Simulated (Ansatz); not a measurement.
# BHLYP/cc-pVDZ run of BSiNH2ClF (SMILES F[Si]1(Cl)BN1)

What is the energy change on altering one bond length of BSiNH2ClF at BHLYP/cc-pVDZ? 

The calculation is run with Ansatz 0.2.0.

139 further runs of the same task are left out: 139 set aside as unsound or not needed.

### 1 Starting point

BSiNH2ClF has 7 atoms, charge 0, and is taken as a singlet. As SMILES, `F[Si]1(Cl)BN1`. The shape is that of a PBE0-D4/def2-TZVP optimisation.

Bond lengths: F1–Si2 1.589 Å, Si2–Cl3 2.036 Å, Si2–B4 1.896 Å, Si2–N5 1.717 Å, B4–N5 1.402 Å, B4–H6 1.186 Å, N5–H7 1.011 Å. Some angles: F1–Si2–Cl3 104.6°, F1–Si2–B4 126.6°, F1–Si2–N5 115.8°, Cl3–Si2–B4 128.7°, Cl3–Si2–N5 116.7°, B4–Si2–N5 45.3°, Si2–B4–N5 60.6°, Si2–N5–B4 74.1°, Si2–B4–H6 164.3°, N5–B4–H6 135.1°.

### 2 A single-point energy at BHLYP/cc-pVDZ

The input, in.yaml:

```yaml
crystal:
  periodic: [false, false, false]
  atoms:
    - symbol: F
      position_ang: [-0.412200, -2.179200, -0.210300]
    - symbol: Si
      position_ang: [-0.003600, -0.782500, 0.428000]
    - symbol: Cl
      position_ang: [1.448800, -1.240300, 1.779600]
    - symbol: B
      position_ang: [-0.771300, 0.907300, 0.039600]
    - symbol: "N"
      position_ang: [0.347500, 0.475500, -0.686800]
    - symbol: H
      position_ang: [-1.454900, 1.876800, 0.033100]
    - symbol: H
      position_ang: [0.906900, 0.874400, -1.428900]
basis:
  gaussian: {orbitals: cc-pVDZ}
hamiltonian: {xc: {name: BHLYP}}
accuracy: high
output: {orbitals: {seedname: orbitals}}
```

Launch:

```bash
$ ansatz run in.yaml --threads 1 --pin off --max-ram 2610MiB --events-out events.jsonl --progress --plain --runs-dir runs
```

What it wrote:

```text
Warning: RAYON_NUM_THREADS=1 ignored (pool sized by the plan → 1); use --threads N
Functional definition: BHLYP
  name "BHLYP"
  parameter a = 0.5
  exchange = (1 - a)*b88_x + a*exact_x
  correlation = lyp_c
1963 factors; integrals over basis functions are off by at most 3.6e-9 eV
mean field evaluation 1: about -25311.9047 eV, gradient 4.9e1 eV
mean field evaluation 2: about -25310.4733 eV, gradient 5.5e1 eV
mean field evaluation 4: about -25316.4069 eV, gradient 2.0e0 eV
mean field evaluation 8: about -25316.8056 eV, gradient 2.4e-1 eV
mean field evaluation 16: about -25316.8058 eV, gradient 4.9e-5 eV
mean field -25316.80580814 eV, -930.3754531018 hartree, gradient 2.8e-8 eV, S^2 0.000000; 0 other end points of the search recorded, 0 dependent functions left out
reference -25316.80583459 eV, -930.3754540737 hartree; 27, 27 occupied and 61, 61 virtual orbitals, 1963 factors
Total energy: -25316.80583459 eV, -930.3754540737 hartree
```

It took 12 s on 1 thread of Arm Neoverse V1, shared host; peak memory 0.3 GiB.

### 3 The distorted shape at the same level

The input, job.yaml:

```yaml
crystal:
  periodic: [false, false, false]
  atoms:
    - {symbol: F, position_ang: [-0.691914, -2.378660, 0.160768]}
    - {symbol: Si, position_ang: [-0.283314, -0.981960, 0.799068]}
    - {symbol: Cl, position_ang: [1.169086, -1.439760, 2.150668]}
    - {symbol: B, position_ang: [-1.051014, 0.707840, 0.410668]}
    - {symbol: N, position_ang: [0.067786, 0.276040, -0.315732]}
    - {symbol: H, position_ang: [-1.734614, 1.677340, 0.404168]}
    - {symbol: H, position_ang: [0.906900, 0.874400, -1.428900]}
basis:
  gaussian:
    orbitals: cc-pVDZ
hamiltonian:
  xc: {name: BHLYP}
accuracy: high
output:
  orbitals: {seedname: orbitals}
```

Launch:

```bash
$ ansatz run job.yaml --threads 1 --pin off --max-ram 2610MiB --events-out events.jsonl --progress --plain --runs-dir runs
```

What it wrote:

```text
Warning: RAYON_NUM_THREADS=1 ignored (pool sized by the plan → 1); use --threads N
[... 5 set-up lines as earlier in the session ...]
1969 factors; integrals over basis functions are off by at most 3.6e-9 eV
mean field evaluation 1: about -25309.3213 eV, gradient 4.8e1 eV
mean field evaluation 2: about -25306.3656 eV, gradient 6.0e1 eV
mean field evaluation 4: about -25314.1131 eV, gradient 2.5e0 eV
mean field evaluation 8: about -25314.4880 eV, gradient 6.9e-1 eV
mean field evaluation 16: about -25314.4893 eV, gradient 1.5e-4 eV
mean field -25314.48933273 eV, -930.2903242007 hartree, gradient 7.2e-8 eV, S^2 0.000000; 0 other end points of the search recorded, 0 dependent functions left out
reference -25314.48936080 eV, -930.2903252321 hartree; 27, 27 occupied and 61, 61 virtual orbitals, 1969 factors
Total energy: -25314.48936080 eV, -930.2903252321 hartree
```

Run time: 12 s. Hardware: 1 thread of Arm Neoverse V1, shared host; peak memory 0.3 GiB.

### 4 Outcome

At BHLYP/cc-pVDZ:

```
                                                         quantity          value
                                        first shape: total energy  -930.37545 Eh
                                         first shape: HOMO energy       -8.69 eV
                                         first shape: LUMO energy        0.47 eV
                                       first shape: HOMO–LUMO gap        9.16 eV
                                    distorted shape: total energy  -930.29033 Eh
                                     distorted shape: HOMO energy       -8.58 eV
                                     distorted shape: LUMO energy       -0.88 eV
                                   distorted shape: HOMO–LUMO gap        7.69 eV
energy change with the N5–H7 bond stretched from 1.011 to 1.517 Å       2.316 eV
```

**Reading.** With the N5–H7 bond stretched from 1.011 to 1.517 Å the energy rises by 2.32 eV (224 kJ/mol). The first shape isn't relaxed at this level, so the change isn't measured from a minimum.
